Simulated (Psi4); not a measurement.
# B3LYP-D3(BJ)/def2-TZVP (density fitting) run of CH6B2O (SMILES BB(C)O)

Aim: a geometry optimisation of CH6B2O. The job is set up through a Python script.

Program for the calculation: Psi4 1.11.

## 1. The molecule

CH6B2O: 10 atoms, total charge 0, spin state singlet. SMILES: `BB(C)O`. The shape is that of a PBE0-D4/def2-TZVP (4 decimals) optimisation. This is one conformer, not always the lowest. The run starts from this shape.

Bond lengths: B1–B2 1.681 Å, B2–C3 1.575 Å, B2–O4 1.367 Å, B1–H5 1.201 Å, B1–H6 1.200 Å, C3–H7 1.093 Å, C3–H8 1.094 Å, C3–H9 1.097 Å, O4–H10 0.959 Å. Some angles: B1–B2–C3 118.7°, B1–B2–O4 125.5°, C3–B2–O4 115.8°, B2–B1–H5 121.9°, B2–B1–H6 122.5°, B2–C3–H7 113.8°, B2–C3–H8 111.5°, B2–C3–H9 108.5°, B2–O4–H10 114.4°, H5–B1–H6 115.4°.

## 2. A geometry optimisation at B3LYP-D3(BJ)/def2-TZVP (density fitting)

Input file ch6b2o.sdf:

```

     RDKit          3D

 10  9  0  0  0  0  0  0  0  0999 V2000
   -1.1574    0.8268   -0.6221 B   0  0  0  0  0  0  0  0  0  0  0  0
    0.2894    0.0459   -0.2710 B   0  0  0  0  0  0  0  0  0  0  0  0
    0.3773   -0.8347    1.0322 C   0  0  0  0  0  0  0  0  0  0  0  0
    1.4326    0.1178   -1.0179 O   0  0  0  0  0  0  0  0  0  0  0  0
   -2.0104    0.3121   -1.2922 H   0  0  0  0  0  0  0  0  0  0  0  0
   -1.4404    1.8989   -0.1622 H   0  0  0  0  0  0  0  0  0  0  0  0
   -0.5465   -1.3710    1.2659 H   0  0  0  0  0  0  0  0  0  0  0  0
    1.2004   -1.5525    0.9757 H   0  0  0  0  0  0  0  0  0  0  0  0
    0.5727   -0.1745    1.8867 H   0  0  0  0  0  0  0  0  0  0  0  0
    1.3653    0.6798   -1.7923 H   0  0  0  0  0  0  0  0  0  0  0  0
  2  1  1  0
  3  2  1  0
  4  2  1  0
  5  1  1  0
  6  1  1  0
  7  3  1  0
  8  3  1  0
  9  3  1  0
 10  4  1  0
M  END
$$$$
```

Input file job.py:

```python
import psi4
from rdkit import Chem

psi4.set_memory(1600000000)
psi4.set_num_threads(1)
psi4.core.set_output_file('psi4.out', False)

rd = Chem.SDMolSupplier('ch6b2o.sdf', removeHs=False, sanitize=False)[0]
xyz = rd.GetConformer().GetPositions()
atoms = '\n'.join(f'{a.GetSymbol()} {x:.4f} {y:.4f} {z:.4f}' for a, (x, y, z) in zip(rd.GetAtoms(), xyz))
geom = psi4.geometry('0 1\n' + atoms + '')

psi4.set_options(dict(basis='def2-TZVP', geom_maxiter=60))

e, wfn = psi4.optimize("b3lyp-d3bj", molecule=geom, return_wfn=True)
print('E =', round(e, 9))
print(geom.to_string(dtype='xyz', units='Angstrom'))
```

Launch:

```bash
$ python job.py
```

psi4.out:

```text
[...]
  Running in c1 symmetry.
[...]
  Nuclear repulsion =   97.142584393610136
[...]
  Multiplicity = 1
[...]
  Nalpha       = 15
  Nbeta        = 15
[...]
    Number of basis functions: 160
[...]
   @DF-RKS iter   1:  -166.28103588927311   -5.08348e-01   6.24773e-03 ADIIS/DIIS
[...]
   @DF-RKS iter   7:  -166.74371571803078   -6.28120e-12   2.68031e-09 DIIS
[...]
    Orbital Energies [Eh]
    ---------------------
    Doubly Occupied:
       1A    -19.147969     2A    -10.141177     3A     -6.748550
       4A     -6.742793     5A     -1.029040     6A     -0.697843
       7A     -0.559400     8A     -0.518505     9A     -0.417936
      10A     -0.407858    11A     -0.393314    12A     -0.371485
      13A     -0.362607    14A     -0.343462    15A     -0.275270
[...]
  @DF-RKS Final Energy:  -166.74371571803078
   => Energetics <=
    Nuclear Repulsion Energy =             97.0585067672647455
    One-Electron Energy =                -417.0529475644943886
    Two-Electron Energy =                 173.0233660838651986
    DFT Exchange-Correlation Energy =     -19.7632915757849048
    Empirical Dispersion Energy =          -0.0093494288814398
    VV10 Nonlocal Energy =                  0.0000000000000000
    Total Energy =                       -166.7437157180307850
[...]
 Multipole Moments:
 ------------------------------------------------------------------------------------
     Multipole            Electronic (a.u.)      Nuclear  (a.u.)        Total (a.u.)
 ------------------------------------------------------------------------------------
 L = 1.  Multiply by 2.5417464519 to convert [e a0] to [Debye]
 Dipole X            :          0.9982993           -1.0805938           -0.0822945
 Dipole Y            :          1.3735175           -1.1159937            0.2575238
 Dipole Z            :         -2.8117813            2.5274862           -0.2842951
 Magnitude           :                                                    0.3923195
[...]
  -Total Gradient:
     Atom            X                  Y                   Z
    ------   -----------------  -----------------  -----------------
       1        0.000062666059     0.000079627931     0.000053112847
       2       -0.000012087828    -0.000164432358    -0.000243441990
       3       -0.000038551183     0.000064133695     0.000044615624
       4       -0.000011236642     0.000015326410     0.000079850459
       5        0.000018922658    -0.000001971932     0.000045598037
       6       -0.000045396488    -0.000041213935     0.000006130216
       7        0.000014886292     0.000018079598    -0.000014253312
       8       -0.000004317042    -0.000005962882     0.000014722996
       9        0.000012292761    -0.000001840581     0.000020510922
      10        0.000011990160     0.000025141537    -0.000007102661
[...]
```

On the terminal:

```text
Some dependencies such as QCElemental have not yet finished migration to pydantic v2. If issues are encountered please downgrade pydantic or upgrade QCElemental as appropriate
	Energy has increased in a minimization.
	Energy ratio indicates iffy step.
	Intrafrag trust radius decreased to   0.25.
	Previous geometry is closer to target in internal coordinates, so using that one.

	Best geometry has RMS(Delta(q)) = 1.25e-06

	Previous geometry is closer to target in internal coordinates, so using that one.

	Best geometry has RMS(Delta(q)) = 5.41e-07

Optimizer: Optimization complete!
E = -166.743715718
10
0 1 B2CH6O
B                    -1.460967430065     0.803750322890    -0.392670190605
B                    -0.017161516516     0.023296040512    -0.041970847841
C                     0.075030539879    -0.858080475664     1.264229256391
O                     1.128842780941     0.096536714631    -0.791583404565
H                    -2.309895453427     0.292342937845    -1.062642264852
H                    -1.742267400493     1.871504356227     0.066864285232
H                    -0.847052095443    -1.395933529012     1.497707839401
H                     0.897261337908    -1.575652249350     1.207069961234
H                     0.270387574555    -0.199885462472     2.119216649483
H                     1.069459660836     0.658022825024    -1.570231468089
```

It took 51 s on 1 thread of Intel Xeon 6975P-C (Granite Rapids), shared host; peak memory 1.2 GiB.

Steps, from the record of the run:

```tsv
step	energy from the first frame kept (eV)	largest force (eV/Å)
0	0.0000	0.1782
1	-0.0013	0.0522
2	0.0148	0.5818
3	-0.0014	0.0145
4	-0.0014	0.0151
```

After the run. Bond lengths: B1–B2 1.678 Å, B2–C3 1.578 Å, B2–O4 1.371 Å, B1–H5 1.196 Å, B1–H6 1.196 Å, C3–H7 1.093 Å, C3–H8 1.093 Å, C3–H9 1.097 Å, O4–H10 0.962 Å. Some angles: B1–B2–C3 118.9°, B1–B2–O4 125.4°, C3–B2–O4 115.7°, B2–B1–H5 121.9°, B2–B1–H6 122.5°, B2–C3–H7 113.7°, B2–C3–H8 111.5°, B2–C3–H9 108.7°, B2–O4–H10 115.0°, H5–B1–H6 115.5°.

## 3. What came out

Level: B3LYP-D3(BJ)/def2-TZVP (density fitting).

```
               quantity          value
total energy at the end  -166.74372 Eh
          dipole moment         1.00 D
            HOMO energy       -7.49 eV
            LUMO energy       -2.13 eV
          HOMO–LUMO gap        5.36 eV
      dispersion energy  -24.55 kJ/mol
```

At the final geometry: Bond lengths: B1–B2 1.678 Å, B2–C3 1.578 Å, B2–O4 1.371 Å, B1–H5 1.196 Å, B1–H6 1.196 Å, C3–H7 1.093 Å, C3–H8 1.093 Å, C3–H9 1.097 Å, O4–H10 0.962 Å. Some angles: B1–B2–C3 118.9°, B1–B2–O4 125.4°, C3–B2–O4 115.7°, B2–B1–H5 121.9°, B2–B1–H6 122.5°, B2–C3–H7 113.7°, B2–C3–H8 111.5°, B2–C3–H9 108.7°, B2–O4–H10 115.0°, H5–B1–H6 115.5°. The optimisation took 5 steps and changed the energy by -0.001 eV.
